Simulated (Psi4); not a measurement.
**MP2/def2-SVP run of SiH2O2F2 (SMILES O[Si](O)(F)F)**

What is the energy change on altering one bond length of SiH2O2F2 at MP2/def2-SVP? 

The results are computed with Psi4 1.11.

1 further run of the same task is left out (set aside as unsound or not needed).

**1. The structure to begin with**

SiH2O2F2: 7 atoms, total charge 0, spin state singlet. SMILES: `O[Si](O)(F)F`. Geometry: relaxed at PBE0-D4/def2-TZVP. This is one conformer, not always the lowest.

Bond lengths: O1–Si2 1.609 Å, Si2–O3 1.609 Å, Si2–F4 1.583 Å, Si2–F5 1.583 Å, O1–H6 0.957 Å, O3–H7 0.957 Å. Angles: O1–Si2–O3 107.3°, O1–Si2–F4 112.2°, O1–Si2–F5 110.1°, O3–Si2–F4 110.1°, O3–Si2–F5 112.2°, F4–Si2–F5 104.9°, Si2–O1–H6 118.9°, Si2–O3–H7 118.9°.

**2. A single-point energy at MP2/def2-SVP**

calc.py

```python
import psi4

psi4.set_memory('2200 MB')
psi4.set_num_threads(1)
psi4.core.set_output_file('output.dat', False)

mol = psi4.geometry("""
0 1
O     -1.123000     0.443800     0.890500
Si    -0.011100    -0.018100    -0.177300
O      1.321200    -0.386600     0.646700
F     -0.483500    -1.262700    -1.033600
F      0.238000     1.131800    -1.236100
H     -1.829300     1.022300     0.602200
H      1.948900    -0.998500     0.262000
symmetry c1
""")

psi4.set_options({
    'basis': 'def2-SVP',
    'reference': 'rhf',
    'puream': True,
    'e_convergence': 1e-09,
    'd_convergence': 1e-08,
    'scf_type': 'pk',
    'num_frozen_docc': 9,
    'mp2_type': 'conv',
})

energy_value = psi4.energy("mp2", molecule=mol)
print('E =', round(energy_value, 9))
```

The run is started by

```bash
python calc.py
```

output.dat:

```text
[...]
  Running in c1 symmetry.
[...]
  Nuclear repulsion =  270.470000707396764
[...]
  Multiplicity = 1
[...]
  Nalpha       = 25
  Nbeta        = 25
[...]
    Number of basis functions: 84
[...]
   @RHF iter   1:  -638.40603087835677   -9.56149e-01   7.64758e-03 ADIIS/DIIS
[...]
   @RHF iter  11:  -638.56352407658699   -4.54747e-13   3.13515e-09 DIIS
[...]
    Orbital Energies [Eh]
    ---------------------
    Doubly Occupied:
       1A    -68.888323     2A    -26.296547     3A    -26.296505
       4A    -20.580499     5A    -20.580484     6A     -6.242369
       7A     -4.355882     8A     -4.355846     9A     -4.355026
      10A     -1.595757    11A     -1.571951    12A     -1.368455
      13A     -1.346646    14A     -0.823819    15A     -0.760803
      16A     -0.736446    17A     -0.722772    18A     -0.693056
      19A     -0.688337    20A     -0.674143    21A     -0.653392
      22A     -0.585534    23A     -0.574476    24A     -0.552567
      25A     -0.544453
[...]
  @RHF Final Energy:  -638.56352407658699
   => Energetics <=
    Nuclear Repulsion Energy =            270.4700007073967640
    One-Electron Energy =               -1426.3788747297821828
    Two-Electron Energy =                 517.3453499457983753
    Total Energy =                       -638.5635240765869867
[...]
 Multipole Moments:
 ------------------------------------------------------------------------------------
     Multipole            Electronic (a.u.)      Nuclear  (a.u.)        Total (a.u.)
 ------------------------------------------------------------------------------------
 L = 1.  Multiply by 2.5417464519 to convert [e a0] to [Debye]
 Dipole X            :         -0.3619379            0.3447560           -0.0171819
 Dipole Y            :         -0.1533867            0.1460807           -0.0073060
 Dipole Z            :         -3.1074414            2.9592576           -0.1481838
 Magnitude           :                                                    0.1493554
[...]
	SCS-MP2 Total Energy (a.u.)        :  -639.36095222112806
	SOS-MP2 Total Energy (a.u.)        :  -639.28562550292679
	SCSN-MP2 Total Energy (a.u.)       :  -638.96124914868994
[...]
	SOS-PI-MP2 Total Energy (a.u.)     :  -639.40597574065009
[...]
	MP2 Total Energy (a.u.)            :  -639.39125541980741
[...]
```

Standard output:

```text
E = -639.39125542
```

Wall time 4.2 s (1 thread of Intel Xeon Platinum 8375C at 2.90GHz (Ice Lake), shared host); peak memory 0.4 GiB.

**3. The distorted shape, same level**

f2h2o2si.xyz

```xyz
7
F2H2O2Si
O     -0.911137     0.270272     0.976979
Si     0.200763    -0.191628    -0.090821
O      1.533063    -0.560128     0.733179
F     -0.271637    -1.436228    -0.947121
F      0.449863     0.958272    -1.149621
H     -1.829300     1.022300     0.602200
H      2.160763    -1.172028     0.348479
```

f2h2o2si_ase.py

```python
import numpy as np
from ase.calculators.psi4 import Psi4
from ase.io import read

atoms = read('f2h2o2si.xyz')
calc = Psi4(atoms=atoms, method='mp2', basis='def2-SVP', memory='2200MB', num_threads=1, charge=0, multiplicity=1, label='psi4-calc')
calc.psi4.set_options({'puream': True, 'e_convergence': 1e-09, 'd_convergence': 1e-08, 'scf_type': 'pk', 'num_frozen_docc': 9, 'mp2_type': 'conv'})
atoms.calc = calc

print(f'energy: {atoms.get_potential_energy():.6f} eV')
```

The run is started by

```bash
python f2h2o2si_ase.py
```

psi4-calc.dat:

```text
[...]
  Running in c1 symmetry.
[...]
  Nuclear repulsion =  268.897854627139282
[...]
  Multiplicity = 1
[...]
  Nalpha       = 25
  Nbeta        = 25
[...]
    Number of basis functions: 84
[...]
   @RHF iter   1:  -638.33385828774681   -1.09192e+00   7.78857e-03 DIIS/ADIIS
[...]
   @RHF iter  12:  -638.50803711839512   -1.11413e-11   7.18947e-09 DIIS
[...]
    Orbital Energies [Eh]
    ---------------------
    Doubly Occupied:
       1A    -68.882367     2A    -26.292349     3A    -26.292064
       4A    -20.590730     5A    -20.577406     6A     -6.236505
       7A     -4.350047     8A     -4.349990     9A     -4.349067
      10A     -1.591498    11A     -1.567811    12A     -1.357383
      13A     -1.302734    14A     -0.805707    15A     -0.749124
      16A     -0.728853    17A     -0.703978    18A     -0.688451
      19A     -0.670183    20A     -0.651393    21A     -0.643845
      22A     -0.578406    23A     -0.560937    24A     -0.543971
      25A     -0.533953
[...]
  @RHF Final Energy:  -638.50803711839512
   => Energetics <=
    Nuclear Repulsion Energy =            268.8978546271392815
    One-Electron Energy =               -1423.6142768486261048
    Two-Electron Energy =                 516.2083851030918140
    Total Energy =                       -638.5080371183951229
[...]
 Multipole Moments:
 ------------------------------------------------------------------------------------
     Multipole            Electronic (a.u.)      Nuclear  (a.u.)        Total (a.u.)
 ------------------------------------------------------------------------------------
 L = 1.  Multiply by 2.5417464519 to convert [e a0] to [Debye]
 Dipole X            :         -0.3237317            0.1461828           -0.1775489
 Dipole Y            :         -0.1920141            0.3087235            0.1167094
 Dipole Z            :         -3.0618041            2.8782033           -0.1836008
 Magnitude           :                                                    0.2808094
[...]
	SCS-MP2 Total Energy (a.u.)        :  -639.31553898959623
	SOS-MP2 Total Energy (a.u.)        :  -639.23959907721110
	SCSN-MP2 Total Energy (a.u.)       :  -638.90899985578881
[...]
	SOS-PI-MP2 Total Energy (a.u.)     :  -639.36152607034705
[...]
	MP2 Total Energy (a.u.)            :  -639.34549182123055
[...]
```

Standard output:

```text
energy: -17397.476981 eV
```

It took 4.2 s on 1 thread of Intel Xeon Platinum 8375C at 2.90GHz (Ice Lake), shared host; peak memory 0.41 GiB.

**4. Results**

At MP2/def2-SVP, 9 core orbitals frozen:

| quantity | value |
| --- | --- |
| first shape: total energy | -639.39126 Eh |
| first shape: HOMO energy (Hartree–Fock orbitals) | -14.82 eV |
| first shape: LUMO energy (Hartree–Fock orbitals) | 4.07 eV |
| first shape: HOMO–LUMO gap (Hartree–Fock orbitals) | 18.89 eV |
| first shape: correlation energy (9 core orbitals frozen) | -827.7 mEh |
| distorted shape: total energy | -639.34549 Eh |
| distorted shape: HOMO energy (Hartree–Fock orbitals) | -14.53 eV |
| distorted shape: LUMO energy (Hartree–Fock orbitals) | 2.71 eV |
| distorted shape: HOMO–LUMO gap (Hartree–Fock orbitals) | 17.24 eV |
| distorted shape: correlation energy (9 core orbitals frozen) | -837.5 mEh |
| energy change with the O1–H6 bond stretched from 0.957 to 1.245 Å | 1.245 eV |

With the O1–H6 bond stretched from 0.957 to 1.245 Å the energy rises by 1.25 eV (29 kcal/mol). The first shape isn't relaxed at this level, so the change isn't measured from a minimum.
